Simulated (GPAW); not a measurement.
# In3Se (Pm-3m) in GPAW: reference runs

How does In3Se come out in PBEsol? The cell is run as given and disturbed.

All numbers are computed with GPAW 26.7.0; they aren't measurements. Logs are shortened: lines on timing, memory, paths and dates and some standing lists are left out, and cuts for length are marked. The log counts tension as positive stress, the text compression.

**1. Starting point**

Symmetry: Pm-3m, No. 221, cubic system. The conventional cell has a = 4.804 Å, b = 4.804 Å, c = 4.804 Å, α = 90.00°, β = 90.00°, γ = 90.00°. In (site symmetry 4/mmm) has 8 In at 3.40 Å and 4 Se at 3.40 Å as nearest neighbours. Se (site symmetry m-3m) is surrounded by 12 In at 3.40 Å.

The cell comes from a database or a generator and needn't be the stable form of this composition.

**2. Single point, PBEsol**

run.py

```python
from ase import Atoms
from ase.dft.bandgap import bandgap
from ase.io import write
from ase.units import GPa
from gpaw import GPAW, PW, setup_paths

setup_paths.insert(0, '.')

atoms = Atoms(['In', 'In', 'In', 'Se'],
              cell=[[4.803758, 0.0, 0.0],
                    [0.0, 4.803758, 0.0],
                    [0.0, 0.0, 4.803758]],
              scaled_positions=[[0.5, 0.5, 0.0],
                                [0.5, 0.0, 0.5],
                                [0.0, 0.5, 0.5],
                                [0.0, 0.0, 0.0]],
              pbc=True)

calc = GPAW(mode=PW(600),
            xc='PBEsol',
            kpts={'size': (6, 6, 6), 'gamma': True},
            occupations={'name': 'fermi-dirac', 'width': 0.05},
            nbands=37,
            convergence={'density': 1e-05, 'energy': 1e-05},
            maxiter=150,
            txt='gpaw.txt')
atoms.calc = calc
energy = atoms.get_potential_energy()
forces = atoms.get_forces()
stress = atoms.get_stress()
calc.write('gs.gpw')
write('result.traj', atoms)
print(f'Energy: {energy:.6f} eV')
print('Forces (eV/A):')
print(forces.round(4))
print('Stress (GPa):', (stress / GPa).round(3))
print('Fermi level:', round(calc.get_fermi_level(), 4), 'eV')
print(f'Gap: {bandgap(calc)[0]:.4f} eV, direct: {bandgap(calc, direct=True)[0]:.4f} eV')
```

Potentials or basis: PAW data sets generated in the run's folder for this functional, pw.

Run with:

```console
$ gpaw-setup -f PBEsol In Se
$ OMP_NUM_THREADS=1 python run.py
```

gpaw.txt:

```text
__  _  _
 | _ |_)|_||  |
 |__||  | ||/\| - 26.7.0

Input parameters:
  mode=PW(ecut=600.0),
  convergence={'density': 1e-05, 'energy': 1e-05},
  kpts=MonkhorstPack(size=(6, 6, 6), gamma=True),
  maxiter=150,
  nbands=37,
  occupations=Occupations(name='fermi-dirac', width=0.05),
  xc=XC(name='PBEsol')

Diagonalizing LCAO Hamiltonian
Converting LCAO to pw mode
    .-----------.
   /|           |
  / |           |
 *  |           |
 |  |           |
 |In|           |
 |  .--In-------.
 | /           /
 |/     In    /
 Se----------*

Atoms  # Å, Bohr magnetons
|   | symbol |        x |        y |        z |    initial magnetic moments |
|---|--------|----------|----------|----------|-----------------------------|
| 0 |     In | 2.401879 | 2.401879 | 0.000000 | ( 0.0000,  0.0000,  0.0000) |
| 1 |     In | 2.401879 | 0.000000 | 2.401879 | ( 0.0000,  0.0000,  0.0000) |
| 2 |     In | 0.000000 | 2.401879 | 2.401879 | ( 0.0000,  0.0000,  0.0000) |
| 3 |     Se | 0.000000 | 0.000000 | 0.000000 | ( 0.0000,  0.0000,  0.0000) |

Unit cell  # Å
| periodic |        x |        y |        z |  lengths |    angles |
|----------|----------|----------|----------|----------|-----------|
|      yes | 4.803758 | 0.000000 | 0.000000 | 4.803758 | 90.000000 |
|      yes | 0.000000 | 4.803758 | 0.000000 | 4.803758 | 90.000000 |
|      yes | 0.000000 | 0.000000 | 4.803758 | 4.803758 | 90.000000 |

Number of symmetries: 48
Symmetry operations  # r_c * U_cc + t_c -> r_c
|    | kind |            matrix            |
|----|------|------------------------------|
|  0 |  E   |  1, 0, 0,  0, 1, 0,  0, 0, 1 |
|  1 |  σ   |  1, 0, 0,  0, 1, 0,  0, 0,-1 |
|  2 |  σ   |  1, 0, 0,  0, 0, 1,  0, 1, 0 |
|  3 |  C4  |  1, 0, 0,  0, 0, 1,  0,-1, 0 |
|  4 |  C4  |  1, 0, 0,  0, 0,-1,  0, 1, 0 |
|  5 |  σ   |  1, 0, 0,  0, 0,-1,  0,-1, 0 |
|  6 |  σ   |  1, 0, 0,  0,-1, 0,  0, 0, 1 |
|  7 |  C2  |  1, 0, 0,  0,-1, 0,  0, 0,-1 |
|  8 |  σ   |  0, 1, 0,  1, 0, 0,  0, 0, 1 |
|  9 |  C2  |  0, 1, 0,  1, 0, 0,  0, 0,-1 |
| 10 |  C3  |  0, 1, 0,  0, 0, 1,  1, 0, 0 |
| 11 |  S6  |  0, 1, 0,  0, 0, 1, -1, 0, 0 |
| 12 |  S6  |  0, 1, 0,  0, 0,-1,  1, 0, 0 |
| 13 |  C3  |  0, 1, 0,  0, 0,-1, -1, 0, 0 |
| 14 |  C4  |  0, 1, 0, -1, 0, 0,  0, 0, 1 |
| 15 |  S4  |  0, 1, 0, -1, 0, 0,  0, 0,-1 |
| 16 |  C3  |  0, 0, 1,  1, 0, 0,  0, 1, 0 |
| 17 |  S6  |  0, 0, 1,  1, 0, 0,  0,-1, 0 |
| 18 |  σ   |  0, 0, 1,  0, 1, 0,  1, 0, 0 |
| 19 |  C4  |  0, 0, 1,  0, 1, 0, -1, 0, 0 |
| 20 |  C2  |  0, 0, 1,  0,-1, 0,  1, 0, 0 |
| 21 |  S4  |  0, 0, 1,  0,-1, 0, -1, 0, 0 |
| 22 |  S6  |  0, 0, 1, -1, 0, 0,  0, 1, 0 |
| 23 |  C3  |  0, 0, 1, -1, 0, 0,  0,-1, 0 |
| 24 |  S6  |  0, 0,-1,  1, 0, 0,  0, 1, 0 |
| 25 |  C3  |  0, 0,-1,  1, 0, 0,  0,-1, 0 |
| 26 |  C4  |  0, 0,-1,  0, 1, 0,  1, 0, 0 |
| 27 |  σ   |  0, 0,-1,  0, 1, 0, -1, 0, 0 |
| 28 |  S4  |  0, 0,-1,  0,-1, 0,  1, 0, 0 |
| 29 |  C2  |  0, 0,-1,  0,-1, 0, -1, 0, 0 |
| 30 |  C3  |  0, 0,-1, -1, 0, 0,  0, 1, 0 |
| 31 |  S6  |  0, 0,-1, -1, 0, 0,  0,-1, 0 |
| 32 |  C4  |  0,-1, 0,  1, 0, 0,  0, 0, 1 |
| 33 |  S4  |  0,-1, 0,  1, 0, 0,  0, 0,-1 |
| 34 |  S6  |  0,-1, 0,  0, 0, 1,  1, 0, 0 |
| 35 |  C3  |  0,-1, 0,  0, 0, 1, -1, 0, 0 |
| 36 |  C3  |  0,-1, 0,  0, 0,-1,  1, 0, 0 |
| 37 |  S6  |  0,-1, 0,  0, 0,-1, -1, 0, 0 |
| 38 |  σ   |  0,-1, 0, -1, 0, 0,  0, 0, 1 |
| 39 |  C2  |  0,-1, 0, -1, 0, 0,  0, 0,-1 |
| 40 |  σ   | -1, 0, 0,  0, 1, 0,  0, 0, 1 |
| 41 |  C2  | -1, 0, 0,  0, 1, 0,  0, 0,-1 |
| 42 |  C2  | -1, 0, 0,  0, 0, 1,  0, 1, 0 |
| 43 |  S4  | -1, 0, 0,  0, 0, 1,  0,-1, 0 |
| 44 |  S4  | -1, 0, 0,  0, 0,-1,  0, 1, 0 |
| 45 |  C2  | -1, 0, 0,  0, 0,-1,  0,-1, 0 |
| 46 |  C2  | -1, 0, 0,  0,-1, 0,  0, 0, 1 |
| 47 |  i   | -1, 0, 0,  0,-1, 0,  0, 0,-1 |

BZ-sampling:
  Number of BZ points: 216
  Number of IBZ points: 20

  Monkhorst-Pack size: [6, 6, 6]
  Monkhorst-Pack shift: [0.08333333333333333, 0.08333333333333333, 0.08333333333333333]

K-points  # in reciprocal-cell coordinates
|     |                                coordinates |     weight |
|-----|--------------------------------------------|------------|
|   0 | (  0.00000000,   0.00000000,   0.00000000) | 0.00462963 |
|   1 | (  0.16666667,   0.00000000,   0.00000000) | 0.02777778 |
|   2 | (  0.16666667,   0.16666667,   0.00000000) | 0.05555556 |
|   3 | (  0.16666667,   0.16666667,   0.16666667) | 0.03703704 |
|   4 | (  0.33333333,   0.00000000,   0.00000000) | 0.02777778 |
|   5 | (  0.33333333,   0.16666667,   0.00000000) | 0.11111111 |
|   6 | (  0.33333333,   0.16666667,   0.16666667) | 0.11111111 |
|   7 | (  0.33333333,   0.33333333,   0.00000000) | 0.05555556 |
|   8 | (  0.33333333,   0.33333333,   0.16666667) | 0.11111111 |
|   9 | (  0.33333333,   0.33333333,   0.33333333) | 0.03703704 |
| ... |                                            |            |
|  19 | (  0.50000000,   0.50000000,   0.50000000) | 0.00462963 |

Plane wave coefficients: 3755
Cutoff: 600.0 eV

Spin-components: 1 (collinear spins)
Bands:           37
Projectors:      23
Spin-degeneracy: 2
Datatype:        complex128

Parallelization:
  kpt:    1
  domain: 1
  band:   1

Density:
  Valence electrons: 45.0
  Components: 1
  Grid points: [28 28 28]
  Charge: 0.0  # |e|

Potential:
  Grid points: [28 28 28]

species:
  In:
    name:    Indium
    Z:       49.0
    valence: 13
    core:    36
    charge:  0.0  # [|e|]
    compensation charges:
      type: gauss
      rc: 0.36  # [Å]
      lmax: 2
    cutoffs:
      filter: 2.09  # [Å]
      core: 2.48  # [Å]
    projectors
    | kind |    occ | energy [eV] | rcut [Å] |
    |------|--------|-------------|----------|
    |   5s |  2.000 |      -8.248 |    1.185 |
    |   5p |  1.000 |      -2.521 |    1.244 |
    |   4d | 10.000 |     -18.596 |    1.148 |
    |    s |        |      18.964 |    1.185 |
    |    p |        |      24.691 |    1.244 |
    |    d |        |       8.615 |    1.148 |

    Using partial waves for In as LCAO basis

  Se:
    name:    Selenium
    Z:       34.0
    valence: 6
    core:    28
    charge:  0.0  # [|e|]
    compensation charges:
      type: gauss
      rc: 0.27  # [Å]
      lmax: 2
    cutoffs:
      filter: 1.77  # [Å]
      core: 2.67  # [Å]
    projectors
    | kind |    occ | energy [eV] | rcut [Å] |
    |------|--------|-------------|----------|
    |   4s |  2.000 |     -17.281 |    0.847 |
    |   4p |  4.000 |      -6.511 |    1.005 |
    |    s |        |       9.930 |    0.847 |
    |    p |        |      20.700 |    1.005 |
    |    d |        |       0.000 |    0.847 |

    Using partial waves for Se as LCAO basis

Reference energy: -545766.159273  # eV

eigensolver:
  PPCG
  Converge bands: occupied
  niter=2

density mixing:
  MSR1-Mixer
  Pratt-step length: 0.05
  Maximum mixing coefficient: 0.75
  Old densities: 10
  SVD Regularization: 0.005
  Good broyden scale: 1.0
  Trust region scale: 1.0
  Backstep threshold: 4.0
  History deletion threshold: 6.0
  Fourier metric: weight=20.0, sigma=0.015

occupation numbers:
  Fermi-Dirac:
    width: 0.0500  # eV

poisson solver:
  ecut: 4800.0  # eV

xc functional:
  name: PBEsol with 2 nearest neighbor stencil

convergence criteria:
- Maximum integral of absolute [dens]ity change: 1e-05 electrons / valence electron
- Maximum [total energy] change in last 3 cyles: 1e-05 eV / valence electron
- Maximum integral of absolute [eigenst]ate change: 4e-08 eV^2 / valence electron
maximum number of iterations: 150

SCF iterations
|iter     | |      energy | eigst |  dens |
|---------|-|-------------|-------|-------|
|iter:   1| |  -13.999976 | -0.06 |       |
|iter:   2| |  -13.969871 | -2.04 | -1.50 |
|iter:   3| |  -13.770076 | -2.55 | -1.55 |
|iter:   4| |  -13.760256 | -3.92 | -1.95 |
|iter:   5| |  -13.758932 | -4.39 | -2.40 |
|iter:   6| |  -13.758953 | -5.66 | -3.30 |
|iter:   7| |  -13.758964c| -5.95 | -3.69 |
|iter:   8| |  -13.758964c| -7.66c| -4.70 |
|iter:   9| |  -13.758964c| -7.82c| -5.24c|

Converged in 9 steps
Energy contributions relative to reference atoms: (reference = -545766.159273)

Energy contributions:
  Kinetic:          32.616582
  Coulomb:         -32.354427
  Zero:              0.443756
  External:          0.000000
  Xc:              -14.458691
  Entropy:          -0.012368
  Spinorbit:         0.000000
  ----------------------------
  Free energy:     -13.765148
  Extrapolated:    -13.758964

dipole moment: (-33.983234, -33.983234, -33.983234)  # |e|*Ang

Fermi level: 5.910
Eigenvalues  # (at kpt = [0.000, 0.000, 0.000])
| band index |      eig [eV] | occ [0-2] |
|------------|---------------|-----------|
|          0 |        -8.760 |     2.000 |
|        ... |               |           |
|         14 |        -8.317 |     2.000 |
|         15 |        -6.886 |     2.000 |
|         16 |        -1.298 |     2.000 |
|         17 |         2.591 |     2.000 |
|         18 |         2.591 |     2.000 |
|         19 |         2.591 |     2.000 |
|         20 |         3.617 |     2.000 |
|         21 |         3.617 |     2.000 |
|         22 |         6.964 |     0.000 |
|         23 |         6.964 |     0.000 |
|         24 |         6.964 |     0.000 |
|         25 |         9.990 |     0.000 |
|         26 |         9.990 |     0.000 |
|         27 |         9.990 |     0.000 |
|         28 |        11.120 |     0.000 |
|         29 |        12.667 |     0.000 |
|        ... |               |           |
|         36 |        14.172 |     0.000 |

No gap
No difference between direct/indirect transitions

Forces  # eV/Ang
|       x |       y |        z |
|---------|---------|----------|
| 0.00000 | 0.00000 | -0.00000 |  # In   0
| 0.00000 | 0.00000 |  0.00000 |  # In   1
| 0.00000 | 0.00000 |  0.00000 |  # In   2
| 0.00000 | 0.00000 |  0.00000 |  # Se   3

Stress tensor  # eV/Ang^3
|        x |        y |        z |
|----------|----------|----------|
| 0.019803 | 0.000000 | 0.000000 |
| 0.000000 | 0.019803 | 0.000000 |
| 0.000000 | 0.000000 | 0.019803 |

# Writing to gs.gpw (mode='')
```

Wall time 20 s (1 thread of AMD EPYC 9R45 (Zen 5), shared host); peak memory 0.23 GiB.

Results:

```
Free energy            : -13.7651 eV
Pressure               : -3.2 GPa
Band gap on the k mesh : none (metal or under the smearing width)
```

**3. Single point, PBEsol (atoms moved at random, drawn with an rms of 0.05 Å)**

Edit run.py of step 2 so:

```diff
@@ -12,6 +12,6 @@
                     [0.0, 0.0, 4.803758]],
-              scaled_positions=[[0.5, 0.5, 0.0],
-                                [0.5, 0.0, 0.5],
-                                [0.0, 0.5, 0.5],
-                                [0.0, 0.0, 0.0]],
+              scaled_positions=[[0.487406, 0.508762, 0.000268],
+                                [0.502397, -0.006466, 0.497843],
+                                [-0.007182, 0.497285, 0.498873],
+                                [-0.00124, 0.000562, 0.000786]],
               pbc=True)
```

Potentials or basis: PAW data sets generated in the run's folder for this functional, pw.

Run with:

```console
$ gpaw-setup -f PBEsol In Se
$ OMP_NUM_THREADS=1 python run.py
```

It took 93 s on 1 thread of AMD EPYC 9R45 (Zen 5), shared host; peak memory 0.51 GiB.

It converged, with:

```
Free energy            : -13.7626 eV
Pressure               : -3.1 GPa
Largest force          : 0.088 eV/Å
Band gap on the k mesh : none (metal or under the smearing width)
```

Forces in eV/Å, atoms in the order of the input:
```
In  -0.002 -0.054 -0.020
In  -0.019  0.085  0.010
In   0.013 -0.041  0.009
Se   0.008  0.010  0.001
```

Levels at points of the mesh, in eV from the Fermi level:
| k point | band 19 | band 20 | band 21 | band 22 | band 23 | band 24 | band 25 | band 26 |
| --- | --- | --- | --- | --- | --- | --- | --- | --- |
| (0.00, 0.00, 0.00) | -3.32 | -3.32 | -2.29 | -2.28 | 1.05 | 1.06 | 1.06 | 4.08 |
| (0.00, 0.00, 0.50) | -2.50 | -2.49 | -1.74 | -1.09 | -0.19 | -0.18 | 1.29 | 3.62 |
| (0.00, 0.50, 0.00) | -2.50 | -2.49 | -1.74 | -1.10 | -0.18 | -0.17 | 1.31 | 3.62 |
| (0.00, 0.50, 0.50) | -5.75 | -2.00 | -0.97 | -0.75 | -0.73 | 1.31 | 1.67 | 1.69 |
| (0.50, 0.00, 0.00) | -2.50 | -2.49 | -1.74 | -1.09 | -0.18 | -0.18 | 1.30 | 3.61 |
| (0.50, 0.00, 0.50) | -5.75 | -2.00 | -0.96 | -0.75 | -0.74 | 1.30 | 1.64 | 1.69 |
| (0.50, 0.50, 0.00) | -5.70 | -1.99 | -0.96 | -0.75 | -0.75 | 1.31 | 1.58 | 1.69 |
| (0.50, 0.50, 0.50) | -4.40 | -4.22 | -4.21 | -4.14 | -3.26 | 2.92 | 2.92 | 2.93 |
